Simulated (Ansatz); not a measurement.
RbBH₄, space group F-43m: cell relaxations under several functionals, run with the Ansatz DFT code, driven from Python.

Script `lattice_rbbh4.py`:
```python
"""How the lattice of RbBH4 depends on the functional."""

import warnings

import ansatz as az
import numpy as np

params = {
    "cutoff": 420,
    "occupations": "fixed",
    "fmax": 0.02,
}

def edges_and_angles(cell):
    cell = np.asarray(cell)
    a, b, c = np.linalg.norm(cell, axis=1)
    cosines = cell[1] @ cell[2] / (b * c), cell[0] @ cell[2] / (a * c), cell[0] @ cell[1] / (a * b)
    return (a, b, c, *np.degrees(np.arccos(cosines)))


def main() -> None:
    warnings.simplefilter("ignore", az.DeckWarning)

    crystal = (
        az.Lattice.from_parameters(4.883619, 4.883619, 4.883619, alpha=60.0, beta=60.0, gamma=60.0)
        .atom("Rb", (0.0, 0.0, 0.0))
        .atom("B", (0.5, 0.5, 0.5))
        .atom("H", (0.60242, 0.60242, 0.60242))
        .atom("H", (0.19275, 0.60242, 0.60242))
        .atom("H", (0.60242, 0.60242, 0.19275))
        .atom("H", (0.60242, 0.19275, 0.60242))
    )

    base = crystal.calculation()
    base = base.pseudopotentials("paw", azcp={"folder": "soft_1"}).basis(params["cutoff"])
    base = base.kpoints(6)
    base = base.occupations(params["occupations"])
    base = base.relax(cell=True, force_tolerance=params["fmax"])

    levels = [("pbesol", "none"), ("pbesol", "d3bj"), ("blyp", "d3bj")]
    print("level            a       b       c    alpha   beta  gamma  V/atom  steps")
    for name, dispersion in levels:
        seen = []
        run = base.functional(name, dispersion=dispersion).session().plan()
        res = run.execute(on_event=lambda e: seen.append(e) if e["event"] == "relax_step" else None)
        cell = res.lattice.cell_ang
        label = name if dispersion == "none" else f"{name}+{dispersion}"
        print("{:13s} {:7.4f} {:7.4f} {:7.4f} {:6.2f} {:6.2f} {:6.2f}".format(label, *edges_and_angles(cell)), f"{abs(np.linalg.det(cell)) / len(res.lattice.sites):7.3f} {len(seen):5d}")


if __name__ == "__main__":
    main()
```

Rank the levels of theory by the volume of the relaxed cell.

From smallest to largest: PBEsol+D3BJ (12.65 Å³ an atom, -7.8 % against the start), BLYP+D3BJ (13.40 Å³ an atom, -2.4 % against the start) and PBEsol (13.41 Å³ an atom, -2.3 % against the start). The spread is 6.0 % in volume.

The output:

```console
$ python lattice_rbbh4.py
level            a       b       c    alpha   beta  gamma  V/atom  steps
pbesol         4.8463  4.8463  4.8463  60.00  60.00  60.00  13.414     4
pbesol+d3bj    4.7529  4.7529  4.7529  60.00  60.00  60.00  12.653     5
blyp+d3bj      4.8446  4.8446  4.8446  60.00  60.00  60.00  13.400     4
```

What to keep in mind:
- Edges and angles are those of the cell as typed, here a primitive one, not of the conventional cell.
- The PAW files read here were made with PBE, not with each functional that runs on them.
- This cell is a computed structure, which may not be the phase found in nature.
- The script silences the warnings on its input, which a real study should read.
- Wall time of the script: 15 s on 1 thread of Intel(R) Xeon(R) Processor @ 2.30GHz, with other jobs on the host, peak memory 0.54 GiB.
